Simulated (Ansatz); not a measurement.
# BrFH2InN: basis-set convergence

How large a basis does BrFH2InN need? Two functionals are run in growing sets.

The runs use Ansatz 0.2.0, Gaussian basis; one geometry, several basis sets.

Plan: PBE0-D4/def2-SVP; ωB97M-V/def2-SVP; PBE0-D4/def2-QZVPP; ωB97M-V/def2-QZVPP; the functionals' def2-TZVPP values are taken from earlier runs.

## Step 1: The relaxed structure

The geometry comes from an earlier relaxation with PBE0-D4 in a triple-zeta def2 set; it is a stationary point. In takes the def2 core potential; no spin-orbit term is included.

SMILES `[NH2][In]([F])[Br]`, 6 atoms, charge 0, spin multiplicity 1.

Atoms are counted from 1 here; the program's logs count them from 0.

Bond lengths: N1–In2 2.000 Å, N1–H5 1.011 Å, N1–H6 1.010 Å, In2–F3 1.942 Å, In2–Br4 2.437 Å. Angles: In2–N1–H5 114.6°, In2–N1–H6 115.6°, H5–N1–H6 109.5°, N1–In2–F3 116.9°, N1–In2–Br4 127.8°, F3–In2–Br4 115.0°.

## Step 2: PBE0-D4 in def2-SVP

in.yaml

```yaml
crystal:
  periodic: [false, false, false]
  atoms:
    - {symbol: N, position_ang: [-0.003888, 1.242109, -0.097075]}
    - {symbol: In, position_ang: [0.152696, -0.750679, -0.021319]}
    - {symbol: F, position_ang: [1.472585, -1.481297, 1.201225]}
    - {symbol: Br, position_ang: [-0.939503, -2.388964, -1.456610]}
    - {symbol: H, position_ang: [0.248719, 1.717234, 0.758954]}
    - {symbol: H, position_ang: [-0.888609, 1.597698, -0.431574]}
basis:
  gaussian: {orbitals: def2-SVP}
hamiltonian: {xc: pbe0, dispersion: d4}
output: {orbitals: {seedname: orbitals}}
```

Run with:

```sh
ansatz run in.yaml --threads 4 --pin off --events-out ev --progress --plain --max-ram 10444MiB
```

The runs that follow: ωB97M-V in def2-SVP; PBE0-D4 in def2-QZVPP; ωB97M-V in def2-QZVPP.

Q: Predict the results of all the runs planned. Wanted: PBE0-D4: double and triple zeta above quadruple; ωB97M-V: double and triple zeta above quadruple.

The runs gave:

| quantity | value |
| --- | --- |
| PBE0-D4: double and triple zeta above quadruple | 16.00, 1.74 eV |
| ωB97M-V: double and triple zeta above quadruple | 16.03, 1.68 eV |

In words: For PBE0-D4 the step from double to triple zeta gains 14.26 eV and the next only 1.74 eV. Total energies overstate the basis error of differences, where much of it tends to cancel.
